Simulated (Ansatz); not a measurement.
**GaH₃O (built from SMILES [OH][GaH2]): search for a transition state**

Aim: find the saddle point of a 1,2-elimination that is to form H2–H4 and break Ga1–H2, O3–H4, prove it by its vibrations, and relax downhill on both sides to see what it joins.

Program: Ansatz 0.2.0, Gaussian basis. Level of theory: PBE0-D4, def2-SVP first, then def2-TZVP. These are calculated values, not measurements.

91 further runs of the same task are left out: 1 that didn't finish, 90 set aside as unsound or not needed.

### Step 1. Starting geometry

The guess: 5 atoms, charge 0, spin multiplicity 1.

Atoms are counted from 1 here; the program's logs count them from 0.

Bond lengths: Ga1–O3 1.676 Å, Ga1–H4 1.825 Å, Ga1–H5 1.563 Å. Angles: O3–Ga1–H4 42.8°, O3–Ga1–H5 162.2°, H4–Ga1–H5 155.0°.

As a file:

```xyz
5
GaH3O
Ga    0.0944    0.2415    0.6367
H    -0.8013   -0.0974   -1.1406
O     1.1131   -0.7226   -0.2807
H     0.0867   -0.5164   -1.0231
H    -0.4929    1.0949    1.8077
```

Distances that are to change: H2–H4 0.99 Å, Ga1–H2 2.02 Å, O3–H4 1.28 Å.

### Step 2. Relaxing the guess with the reacting distances held

hold/in.yaml

```yaml
crystal:
  periodic: [false, false, false]
  atoms:
    - {symbol: Ga, position_ang: [0.094400, 0.241500, 0.636700]}
    - {symbol: H, position_ang: [-0.801300, -0.097400, -1.140600]}
    - {symbol: O, position_ang: [1.113100, -0.722600, -0.280700]}
    - {symbol: H, position_ang: [0.086700, -0.516400, -1.023100]}
    - {symbol: H, position_ang: [-0.492900, 1.094900, 1.807700]}
basis:
  gaussian: {orbitals: def2-SVP}
hamiltonian: {xc: pbe0, dispersion: d4}
relax: {f_tol: 0.08, max_steps: 120, escape_saddle: false, constraints: [{distance: [1, 3]}, {distance: [0, 1]}, {distance: [2, 3]}]}
```

Run with:

```sh
$ ansatz run in.yaml --threads 2 --pin off --events-out ev --progress --plain --max-ram 4352MiB
```

What it wrote, cut to the lines that bear on the results:

```text
Functional definition: PBE0
  name "PBE0"
  cite "Adamo & Barone, J. Chem. Phys. 110, 6158 (1999) doi:10.1063/1.478522"
  cite "Perdew, Burke & Ernzerhof, Phys. Rev. Lett. 77, 3865 (1996) doi:10.1103/PhysRevLett.77.3865"
  parent pbe
[...]
644 factors; integrals over basis functions are off by at most 3.1e-4 eV
[...]
mean field -54453.62467036 eV, -2001.1337966433 hartree, gradient 3.6e-5 eV, S^2 0.000000; 0 other end points of the search recorded, 0 dependent functions left out
[...]
reference -54453.62469612 eV, -2001.1337975901 hartree; 21, 21 occupied and 40, 40 virtual orbitals, 644 factors
relax step   1: F+E_penalty+E_count = -54453.67950638 eV  Δ(F+E_penalty+E_count) = +0.000e0 eV  max|allowed force component| = 1.336e0 eV/Å  Δτ_max = 0.0000 Å  (25 SCF iters, accepted)
[...]
relax step   2: F+E_penalty+E_count = -54453.71858761 eV  Δ(F+E_penalty+E_count) = -3.908e-2 eV  max|allowed force component| = 5.498e-1 eV/Å  Δτ_max = 0.0192 Å  (26 SCF iters, accepted)
[...]
relax step   3: F+E_penalty+E_count = -54453.72829551 eV  Δ(F+E_penalty+E_count) = -9.708e-3 eV  max|allowed force component| = 4.787e-2 eV/Å  Δτ_max = 0.0161 Å  (26 SCF iters, accepted)
  distance H 1 - H 3 held at 0.988894 Å   reaction = -1.3381e0 eV/Å
  distance Ga 0 - H 1 held at 2.018893 Å   reaction = +8.0367e-1 eV/Å
  distance O 2 - H 3 held at 1.283422 Å   reaction = +3.1023e-1 eV/Å
644 factors; integrals over basis functions are off by at most 3.0e-4 eV
[...]
mean field -54453.67363891 eV, -2001.1355962043 hartree, gradient 8.1e-5 eV, S^2 0.000000; 1 other end points of the search recorded, 0 dependent functions left out
[...]
reference -54453.67366460 eV, -2001.1355971483 hartree; 21, 21 occupied and 40, 40 virtual orbitals, 644 factors
Total energy: -54453.72832120 eV, -2001.1376057414 hartree
Atom 0 at     0.091555     0.249335     0.649000 Å, force    -0.403978    -0.099624    -0.691202 eV/Å
Atom 1 at    -0.803014    -0.090444    -1.128702 Å, force    -0.841736     0.696235     0.542884 eV/Å
Atom 2 at     1.131516    -0.742495    -0.303069 Å, force    -0.217080     0.013908    -0.213557 eV/Å
Atom 3 at     0.084603    -0.509313    -1.007891 Å, force     1.461634    -0.614685     0.349726 eV/Å
Atom 4 at    -0.504659     1.092917     1.790662 Å, force     0.001160     0.004166     0.012150 eV/Å
Dipole moment:    -0.310868     0.423349     0.561417 e Å
```

Wall time 3.3 s (2 threads, shared host).

The steps of the relaxation:

| step | energy from step 1 (eV) | largest force component (eV/Å) |
| --- | --- | --- |
| 1 | 0.0000 | 1.3358 |
| 2 | -0.0391 | 0.5498 |
| 3 | -0.0488 | 0.0479 |

Distances of close pairs at the start and the end, largest changes first:

| bond | before (Å) | after (Å) | change (Å) |
| --- | --- | --- | --- |
| Ga1–O3 | 1.676 | 1.724 | +0.048 |
| Ga1–H5 | 1.563 | 1.540 | -0.024 |
| Ga1–H4 | 1.825 | 1.822 | -0.002 |

### Step 3. A starting Hessian

hessian/in.yaml

```yaml
crystal:
  periodic: [false, false, false]
  atoms:
    - {symbol: Ga, position_ang: [0.091555, 0.249335, 0.649000]}
    - {symbol: H, position_ang: [-0.803014, -0.090444, -1.128702]}
    - {symbol: O, position_ang: [1.131516, -0.742495, -0.303069]}
    - {symbol: H, position_ang: [0.084603, -0.509313, -1.007891]}
    - {symbol: H, position_ang: [-0.504659, 1.092917, 1.790662]}
basis:
  gaussian: {orbitals: def2-SVP}
hamiltonian: {xc: pbe0, dispersion: d4}
phonons: {}
scf: {lower_state_search: off}
```

Run with:

```sh
$ ansatz run in.yaml --threads 2 --pin off --events-out ev --progress --plain --max-ram 4352MiB
```

What it wrote, cut to the lines that bear on the results:

```text
[... 5 set-up lines as earlier in the session ...]
[...]
644 factors; integrals over basis functions are off by at most 3.0e-4 eV
[...]
mean field -54453.67363302 eV, -2001.1355959880 hartree, gradient 5.2e-6 eV, S^2 0.000000; 0 other end points of the search recorded, 0 dependent functions left out
[...]
reference -54453.67365870 eV, -2001.1355969315 hartree; 21, 21 occupied and 40, 40 virtual orbitals, 644 factors
[... from here to the last solve, the lines of the solves are left out (29 solves) ...]
644 factors; integrals over basis functions are off by at most 3.0e-4 eV
[...]
mean field -54453.67356635 eV, -2001.1355935377 hartree, gradient 9.6e-7 eV, S^2 0.000000; 0 other end points of the search recorded, 0 dependent functions left out
[...]
reference -54453.67359202 eV, -2001.1355944811 hartree; 21, 21 occupied and 40, 40 virtual orbitals, 644 factors
WARN: phonons: modes at or below zero, which the zero-point energy, F, S and C_V leave out: 1, the lowest at -1613.61 cm⁻¹. A minimum has none, and a first-order saddle one
Total energy: -54453.72831530 eV, -2001.1376055247 hartree
Atom 0 at     0.091555     0.249335     0.649000 Å, force    -0.404057    -0.099537    -0.691102 eV/Å
Atom 1 at    -0.803014    -0.090444    -1.128702 Å, force    -0.841685     0.696220     0.542909 eV/Å
Atom 2 at     1.131516    -0.742495    -0.303069 Å, force    -0.217112     0.013883    -0.213651 eV/Å
Atom 3 at     0.084603    -0.509313    -1.007891 Å, force     1.461680    -0.614725     0.349695 eV/Å
Atom 4 at    -0.504659     1.092917     1.790662 Å, force     0.001174     0.004159     0.012150 eV/Å
Dipole moment:    -0.310868     0.423349     0.561417 e Å
Vibrations: -1613.61 455.31 585.86 593.87 861.77 1071.81 1679.42 1947.82 2059.81 cm⁻¹, zero-point energy 0.573778 eV
Checks for a lower state left out: stability, starts, cluster_reference, orbital_swaps, neighbouring_geometries, increment
```

It took 17 s on 2 threads, shared host.

The structure is not stationary yet, so these wavenumbers are no spectrum; the search needs only the force constants.

### Step 4. Saddle search in the small basis

The search itself is an outer loop (partitioned rational-function steps, Bofill update of the Hessian). Each step is one single-point run with forces. It stops when the largest force is under 0.03 eV/Å and the followed curvature is negative. The first step's input:

presaddle/in.yaml

```yaml
crystal:
  periodic: [false, false, false]
  atoms:
    - {symbol: Ga, position_ang: [0.091555, 0.249335, 0.649000]}
    - {symbol: H, position_ang: [-0.803014, -0.090444, -1.128702]}
    - {symbol: O, position_ang: [1.131516, -0.742495, -0.303069]}
    - {symbol: H, position_ang: [0.084603, -0.509313, -1.007891]}
    - {symbol: H, position_ang: [-0.504659, 1.092917, 1.790662]}
basis:
  gaussian: {orbitals: def2-SVP}
hamiltonian: {xc: pbe0, dispersion: d4}
output: {forces: true}
scf: {lower_state_search: off}
```

Run with:

```sh
$ ansatz run in.yaml --threads 2 --pin off --events-out ev --progress --plain --max-ram 4352MiB
```

The driver's record:

| step | energy (eV) | largest force (eV/Å) | followed curvature (eV/Å²) |
| --- | --- | --- | --- |
| 1 | -54453.72828 | 1.4617 | -16.54 |
| 2 | -54453.67734 | 0.1678 | -16.40 |
| 3 | -54453.68032 | 0.0193 | -16.95 |

The 3 steps took 1.9 s in all (2 threads, shared host).

### Step 5. Saddle search in triple zeta

The search itself is an outer loop (partitioned rational-function steps, Bofill update of the Hessian). Each step is one single-point run with forces. It stops when the largest force is under 0.008 eV/Å and the followed curvature is negative. The first step's input:

saddle/in.yaml

```yaml
crystal:
  periodic: [false, false, false]
  atoms:
    - {symbol: Ga, position_ang: [0.174105, 0.206726, 0.651338]}
    - {symbol: H, position_ang: [-0.836977, -0.038497, -1.054164]}
    - {symbol: O, position_ang: [1.221660, -0.771963, -0.261710]}
    - {symbol: H, position_ang: [0.003581, -0.470160, -1.018075]}
    - {symbol: H, position_ang: [-0.562368, 1.073894, 1.682612]}
basis:
  gaussian: {orbitals: def2-TZVP}
hamiltonian: {xc: pbe0, dispersion: d4}
output: {forces: true}
scf: {lower_state_search: off}
```

Run with:

```sh
$ ansatz run in.yaml --threads 2 --pin off --events-out ev --progress --plain --max-ram 4352MiB
```

Step by step:

| step | energy (eV) | largest force (eV/Å) | followed curvature (eV/Å²) |
| --- | --- | --- | --- |
| 1 | -54463.09074 | 0.1505 | -16.95 |
| 2 | -54463.09042 | 0.0275 | -15.49 |
| 3 | -54463.09043 | 0.0049 | -14.39 |

The 3 steps took 2.7 s in all (2 threads, shared host).

The point found:

```xyz
5
charge 0, multiplicity 1
Ga    0.1661    0.2087    0.6463
H    -0.8329   -0.0403   -1.0534
O     1.2152   -0.7699   -0.2647
H     0.0096   -0.4711   -1.0132
H    -0.5580    1.0726    1.6850
```

Followed mode, largest move set to 1: H4 (-0.90, 0.36, -0.26); O3 (0.39, 0.00, 0.46); Ga1 (0.45, -0.12, 0.27); H2 (0.08, -0.22, -0.39).

### Step 6. Checking the order of the point

vib/in.yaml

```yaml
crystal:
  periodic: [false, false, false]
  atoms:
    - {symbol: Ga, position_ang: [0.166124, 0.208671, 0.646303]}
    - {symbol: H, position_ang: [-0.832900, -0.040300, -1.053399]}
    - {symbol: O, position_ang: [1.215174, -0.769855, -0.264670]}
    - {symbol: H, position_ang: [0.009553, -0.471131, -1.013200]}
    - {symbol: H, position_ang: [-0.557950, 1.072615, 1.684966]}
basis:
  gaussian: {orbitals: def2-TZVP}
hamiltonian: {xc: pbe0, dispersion: d4}
phonons: {temperatures: {t_min: 298.15, t_max: 900, t_step: 200}}
```

Run with:

```sh
$ ansatz run in.yaml --threads 2 --pin off --events-out ev --progress --plain --max-ram 4352MiB
```

What it wrote, cut to the lines that bear on the results:

```text
[... 5 set-up lines as earlier in the session ...]
[...]
696 factors; their error is unknown
[...]
mean field -54463.03759647 eV, -2001.4797152975 hartree, gradient 1.5e-5 eV, S^2 0.000000; 0 other end points of the search recorded, 0 dependent functions left out
[...]
reference -54463.03762079 eV, -2001.4797161911 hartree; 21, 21 occupied and 76, 76 virtual orbitals, 696 factors
[... from here to the last solve, the lines of the solves are left out (29 solves) ...]
696 factors; their error is unknown
mean field -54463.03756837 eV, -2001.4797142647 hartree, gradient 2.3e-6 eV, S^2 0.000000; 0 other end points of the search recorded, 0 dependent functions left out
[...]
reference -54463.03759268 eV, -2001.4797151583 hartree; 21, 21 occupied and 76, 76 virtual orbitals, 696 factors
WARN: phonons: modes at or below zero, which the zero-point energy, F, S and C_V leave out: 1, the lowest at -1441.69 cm⁻¹. A minimum has none, and a first-order saddle one
Total energy: -54463.09042823 eV, -2001.4816568290 hartree
Atom 0 at     0.166124     0.208671     0.646303 Å, force    -0.000954     0.000819     0.000640 eV/Å
Atom 1 at    -0.832900    -0.040300    -1.053399 Å, force     0.003283    -0.001875    -0.000275 eV/Å
Atom 2 at     1.215174    -0.769855    -0.264670 Å, force     0.001353    -0.000297     0.000932 eV/Å
Atom 3 at     0.009553    -0.471131    -1.013200 Å, force    -0.004850     0.002788     0.000448 eV/Å
Atom 4 at    -0.557950     1.072615     1.684966 Å, force     0.001167    -0.001434    -0.001746 eV/Å
Dipole moment:    -0.451887     0.471339     0.500748 e Å
Vibrations: -1441.69 474.17 563.06 676.74 887.04 1125.66 1687.87 1981.78 2081.88 cm⁻¹, zero-point energy 0.587573 eV
```

It took 25 s on 2 threads, shared host.

The modes, with what each moves most:

| mode | wavenumber (cm⁻¹) | character |
| --- | --- | --- |
| 1 | 1442i | changes H2–H4, Ga1–H2, O3–H4 |
| 2 | 474 | out-of-plane bend |
| 3 | 563 | bend |
| 4 | 677 | not assigned (largely outside the bonds, angles and torsions drawn) |
| 5 | 887 | Ga–O stretch |
| 6 | 1126 | not assigned (largely outside the bonds, angles and torsions drawn) |
| 7 | 1688 | not assigned (largely outside the bonds, angles and torsions drawn) |
| 8 | 1982 | not assigned (largely outside the bonds, angles and torsions drawn) |
| 9 | 2082 | Ga–H stretch |

Vibrational sums (real modes only):

| T (K) | entropy (J/mol/K) | heat capacity (J/mol/K) |
| --- | --- | --- |
| 298 | 7.5 | 17.3 |
| 498 | 20.0 | 31.7 |
| 698 | 32.4 | 41.8 |
| 898 | 43.8 | 48.7 |

### Step 7. Relaxing after a step of 0.30 Å one way along the mode

downa/in.yaml

```yaml
crystal:
  periodic: [false, false, false]
  atoms:
    - {symbol: Ga, position_ang: [0.301910, 0.173770, 0.728004]}
    - {symbol: H, position_ang: [-0.810160, -0.105818, -1.169618]}
    - {symbol: O, position_ang: [1.332987, -0.768762, -0.125824]}
    - {symbol: H, position_ang: [-0.259380, -0.363999, -1.091926]}
    - {symbol: H, position_ang: [-0.565356, 1.064809, 1.659364]}
basis:
  gaussian: {orbitals: def2-TZVP}
hamiltonian: {xc: pbe0, dispersion: d4}
relax: {f_tol: 0.005, max_steps: 200}
```

Run with:

```sh
$ ansatz run in.yaml --threads 2 --pin off --events-out ev --progress --plain --max-ram 4352MiB
```

What it wrote, cut to the lines that bear on the results:

```text
[... 5 set-up lines as earlier in the session ...]
[...]
696 factors; their error is unknown
[...]
mean field -54462.84922094 eV, -2001.4727926245 hartree, gradient 5.2e-5 eV, S^2 0.000000; 0 other end points of the search recorded, 0 dependent functions left out
[...]
reference -54462.84924697 eV, -2001.4727935810 hartree; 21, 21 occupied and 76, 76 virtual orbitals, 696 factors
relax step   1: F+E_penalty+E_count = -54462.89804345 eV  Δ(F+E_penalty+E_count) = +0.000e0 eV  max|allowed force component| = 7.827e0 eV/Å  Δτ_max = 0.0000 Å  (26 SCF iters, accepted)
[...]
696 factors; their error is unknown
[...]
mean field -54463.81223098 eV, -2001.5081825905 hartree, gradient 1.3e-5 eV, S^2 0.000000; 1 other end points of the search recorded, 0 dependent functions left out
[...]
reference -54463.81226083 eV, -2001.5081836876 hartree; 21, 21 occupied and 76, 76 virtual orbitals, 696 factors
Total energy: -54463.85078920 eV, -2001.5095995793 hartree
Atom 0 at     0.498030     0.464537     1.587425 Å, force     0.000262     0.000028     0.000364 eV/Å
Atom 1 at    -0.927508    -0.726009    -2.653882 Å, force     0.001771     0.000395     0.002914 eV/Å
Atom 2 at     0.514503    -0.227724     0.101497 Å, force    -0.000155     0.001653     0.003414 eV/Å
Atom 3 at    -0.569854    -0.617714    -2.003726 Å, force    -0.001813    -0.000406    -0.002985 eV/Å
Atom 4 at     0.484831     1.106909     2.968687 Å, force    -0.000065    -0.001671    -0.003707 eV/Å
Dipole moment:     0.020732     0.418681     0.934284 e Å
```

Run time: 50 s. Hardware: 2 threads, shared host.

Relaxation path: (not every step is listed)

| step | energy from step 1 (eV) | largest force component (eV/Å) |
| --- | --- | --- |
| 1 | 0.0000 | 7.8267 |
| 2 | -0.7736 | 1.1566 |
| 3 | -0.8950 | 0.2015 |
| 4 | -0.9304 | 0.2575 |
| 5 | -0.9295 | 0.2120 |
| 6 | -0.9325 | 0.0763 |
| 7 | -0.9365 | 0.0122 |
| 8 | -0.9372 | 0.0094 |
| 9 | -0.9373 | 0.0058 |
| 12 | -0.9373 | 0.0033 |
| 15 | -0.9374 | 0.0237 |
| 18 | -0.9374 | 0.0212 |
| 21 | -0.9377 | 0.0449 |
| 24 | -0.9389 | 0.1789 |
| 27 | -0.9432 | 0.2848 |
| 30 | -0.9479 | 0.2576 |
| 33 | -0.9510 | 0.1001 |
| 36 | -0.9523 | 0.0279 |
| 39 | -0.9526 | 0.0260 |
| 40 | -0.9527 | 0.0366 |
| 41 | -0.9527 | 0.0106 |
| 42 | -0.9527 | 0.0075 |
| 43 | -0.9527 | 0.0071 |
| 44 | -0.9527 | 0.0037 |

Distances of close pairs at the start and the end, largest changes first:

| bond | before (Å) | after (Å) | change (Å) |
| --- | --- | --- | --- |
| Ga1–H4 | 1.979 | 3.900 | +1.921 |
| H2–H4 | 0.613 | 0.750 | +0.137 |
| Ga1–H5 | 1.554 | 1.523 | -0.030 |
| Ga1–O3 | 1.637 | 1.639 | +0.002 |

### Step 8. Relaxing after a step of 0.30 Å the other way along the mode

downb/in.yaml

```yaml
crystal:
  periodic: [false, false, false]
  atoms:
    - {symbol: Ga, position_ang: [0.030338, 0.243572, 0.564601]}
    - {symbol: H, position_ang: [-0.855640, 0.025217, -0.937179]}
    - {symbol: O, position_ang: [1.097362, -0.770947, -0.403516]}
    - {symbol: H, position_ang: [0.278485, -0.578264, -0.934473]}
    - {symbol: H, position_ang: [-0.550544, 1.080422, 1.710567]}
basis:
  gaussian: {orbitals: def2-TZVP}
hamiltonian: {xc: pbe0, dispersion: d4}
relax: {f_tol: 0.005, max_steps: 200}
```

Run with:

```sh
$ ansatz run in.yaml --threads 2 --pin off --events-out ev --progress --plain --max-ram 4352MiB
```

What it wrote, cut to the lines that bear on the results:

```text
[... 5 set-up lines as earlier in the session ...]
[...]
696 factors; their error is unknown
[...]
mean field -54464.03424344 eV, -2001.5163413982 hartree, gradient 1.8e-5 eV, S^2 0.000000; 0 other end points of the search recorded, 0 dependent functions left out
[...]
reference -54464.03426879 eV, -2001.5163423295 hartree; 21, 21 occupied and 76, 76 virtual orbitals, 696 factors
relax step   1: F+E_penalty+E_count = -54464.08056461 eV  Δ(F+E_penalty+E_count) = +0.000e0 eV  max|allowed force component| = 1.682e0 eV/Å  Δτ_max = 0.0000 Å  (26 SCF iters, accepted)
[...]
696 factors; their error is unknown
mean field -54465.99588122 eV, -2001.5884302567 hartree, gradient 4.4e-5 eV, S^2 0.000000; 1 other end points of the search recorded, 0 dependent functions left out
[...]
reference -54465.99590769 eV, -2001.5884312297 hartree; 21, 21 occupied and 76, 76 virtual orbitals, 696 factors
Total energy: -54466.04176071 eV, -2001.5901162970 hartree
Atom 0 at    -0.349716     0.316558     0.282769 Å, force    -0.002752     0.001852    -0.000302 eV/Å
Atom 1 at    -1.499509     0.444565    -0.771844 Å, force     0.003737    -0.000244     0.004753 eV/Å
Atom 2 at     1.081211    -0.654476    -0.171311 Å, force     0.000331    -0.001087     0.001094 eV/Å
Atom 3 at     1.033304    -1.034757    -1.050507 Å, force     0.000771    -0.000650    -0.002875 eV/Å
Atom 4 at    -0.265289     0.928110     1.710892 Å, force    -0.002088     0.000128    -0.002670 eV/Å
Dipole moment:    -0.232689     0.029830    -0.203546 e Å
```

Run time: 12 s. Hardware: 2 threads, shared host.

Step by step:

| step | energy from step 1 (eV) | largest force component (eV/Å) |
| --- | --- | --- |
| 1 | 0.0000 | 1.6816 |
| 2 | -0.7918 | 2.2296 |
| 3 | -1.2423 | 2.6085 |
| 4 | -1.6042 | 2.3124 |
| 5 | -1.8143 | 1.1213 |
| 6 | -1.9376 | 0.5511 |
| 7 | -1.9599 | 0.1218 |
| 8 | -1.9611 | 0.0198 |
| 9 | -1.9612 | 0.0048 |

Close pairs (by a distance rule), those that changed most:

| bond | before (Å) | after (Å) | change (Å) |
| --- | --- | --- | --- |
| Ga1–H4 | 1.727 | 2.349 | +0.621 |
| Ga1–H2 | 1.757 | 1.565 | -0.192 |
| O3–H4 | 0.995 | 0.959 | -0.036 |
| Ga1–O3 | 1.762 | 1.788 | +0.026 |
| Ga1–H5 | 1.533 | 1.556 | +0.023 |

### Step 9. What the saddle joins

| pair | start side (Å) | saddle (Å) | end side (Å) |
| --- | --- | --- | --- |
| H2–H4 | 2.946 | 0.947 | 0.750 |
| Ga1–H2 | 1.565 | 1.987 | 4.630 |
| O3–H4 | 0.959 | 1.450 | 2.400 |

### Step 10. What came out

| quantity | value |
| --- | --- |
| imaginary mode | 1442i cm⁻¹ |
| barrier from the start side | 284.8 kJ/mol |
| barrier from the end side | 73.4 kJ/mol |
| energy of the step | +211.4 kJ/mol |
| pairs that change | H2–H4 formed, Ga1–H2 broken, O3–H4 broken |
| zero-point energy at the saddle | 0.588 eV |

**Reading.** The point has a single imaginary mode (1442i cm⁻¹), as a transition state must. The two relaxations end on the structures that were planned. At PBE0-D4/def2-TZVP the electronic barrier is 284.8 kJ/mol, about 115 kT at 298 K, and the step runs 211.4 kJ/mol uphill. The barrier is thin enough for tunnelling; the leading (Wigner) term alone is a factor of 3.0 at 298 K. A step off the saddle overshot and began above it in energy, so the link to its end is likely but not proven.
